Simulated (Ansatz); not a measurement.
# TiC+ (doublet): from Hartree-Fock to the top rungs, def2-TZVPP

An exercise on one series of results from a longer session: the logs are not shown, and one member is left open.

Program: Ansatz 0.2.0, Gaussian basis. Level of theory: def2-TZVPP, core rule «outside noble gas», up to 10 orbitals frozen. These are calculated values, not measurements.

Plan: UHF; ROHF; CCSD(T) on UHF.

## The system

The geometry is a PBE0/def2-TZVP stationary point (not a proven minimum).

2 atoms, charge 1, spin multiplicity 2.

Atoms are counted from 1 here; the program's logs count them from 0.

Bond lengths: Ti1–C2 1.616 Å.

Set-up of the first run:

Contents of in.yaml:

```yaml
crystal:
  periodic: [false, false, false]
  atoms:
    - {symbol: Ti, position_ang: [0.000000, 0.000000, 0.000000]}
    - {symbol: C, position_ang: [0.000000, 0.000000, 1.616200]}
basis:
  gaussian: {orbitals: def2-TZVPP}
total_charge: 1
magnetization: {spin_polarized: true, initial_magnetization: 1}
hamiltonian: {xc: hf}
output: {orbitals: {seedname: orbitals}}
```

Run with:

```bash
ansatz run in.yaml --threads 1 --pin off --events-out ev --progress --plain --max-ram 4096MiB --backend cpu
```

Among the steps run: UHF; ROHF; CCSD(T) on UHF.

One table of the session follows, with a row left open; its other results are not shown here.

| method | from UCCSD(T) (meV) |
| --- | --- |
| ROHF | +8106.1 |
| UHF | +6724.6 |
| UMP2 | +2268.6 |
| UCCSD | ? |
| UCCSD(T) | 0 |

**Question.** Estimate the row for UCCSD.

**Answer.** from UCCSD(T) (meV): +500.6. In the column «from UCCSD(T) (meV)» it lies between UCCSD(T) (0) and UMP2 (+2268.6).

Caveats from the session: The determinant is far from a pure spin state, so its energy mixes those of several spin states (harmless only where they are near-degenerate, as at dissociation). Warnings: spin contamination; coupled cluster took another determinant than the lowest.
